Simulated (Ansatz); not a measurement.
# WCl5F: small, medium and large basis sets

How large a basis does WCl5F need? Two functionals are run in growing sets.

Computed with Ansatz 0.2.0, Gaussian basis. Level: one geometry, several basis sets.

Levels to be run: PBE0-D4/def2-SVP; ωB97M-V/def2-SVP; PBE0-D4/def2-QZVPP; ωB97M-V/def2-QZVPP; the functionals' def2-TZVPP values are taken from earlier runs.

## 1. The relaxed structure

An earlier PBE0-D4 in a triple-zeta def2 set relaxation fixed the geometry. W takes the def2 core potential; no spin-orbit term is included.

7 atoms, charge 0, spin multiplicity 1.

Atoms are counted from 1 here; the program's logs count them from 0.

Bond lengths: F1–W2 1.855 Å, W2–Cl3 2.284 Å, W2–Cl4 2.284 Å, W2–Cl5 2.284 Å, W2–Cl6 2.284 Å, W2–Cl7 2.272 Å. Angles: F1–W2–Cl3 88.5°, F1–W2–Cl4 88.5°, F1–W2–Cl5 88.5°, F1–W2–Cl6 88.5°, F1–W2–Cl7 180.0°, Cl3–W2–Cl4 90.0°, Cl3–W2–Cl5 177.0°, Cl3–W2–Cl6 90.0°, Cl3–W2–Cl7 91.5°, Cl4–W2–Cl5 90.0°, Cl4–W2–Cl6 177.0°, Cl4–W2–Cl7 91.5°, Cl5–W2–Cl6 90.0°, Cl5–W2–Cl7 91.5°, Cl6–W2–Cl7 91.5°.

## 2. PBE0-D4 in def2-SVP

The input, in.yaml:

```yaml
crystal:
  periodic: [false, false, false]
  atoms:
    - {symbol: F, position_ang: [-1.133897, 0.067212, -1.498563]}
    - {symbol: W, position_ang: [-0.007007, -0.008666, -0.027097]}
    - {symbol: Cl, position_ang: [-1.811688, -0.578758, 1.251427]}
    - {symbol: Cl, position_ang: [0.357220, -2.214552, -0.493906]}
    - {symbol: Cl, position_ang: [1.726219, 0.566242, -1.398920]}
    - {symbol: Cl, position_ang: [-0.442674, 2.202027, 0.346430]}
    - {symbol: Cl, position_ang: [1.373026, -0.101605, 1.774927]}
basis:
  gaussian: {orbitals: def2-SVP}
hamiltonian: {xc: pbe0, dispersion: d4}
output: {orbitals: {seedname: orbitals}}
```

Run with:

```sh
$ ansatz run in.yaml --threads 4 --pin off --events-out ev --progress --plain --max-ram 11315MiB
```

Further steps of the session: ωB97M-V in def2-SVP; PBE0-D4 in def2-QZVPP; ωB97M-V in def2-QZVPP.

**Question.** What will the summary of the whole plan be? Wanted: PBE0-D4: double and triple zeta above quadruple; ωB97M-V: double and triple zeta above quadruple.

As calculated:

```
                                       quantity           value
PBE0-D4: double and triple zeta above quadruple  27.62, 2.00 eV
ωB97M-V: double and triple zeta above quadruple  27.34, 1.91 eV
```

For PBE0-D4 the step from double to triple zeta gains 25.62 eV and the next only 2.00 eV. These are total energies; as a rule much of such shifts cancels in differences, which this series doesn't test.
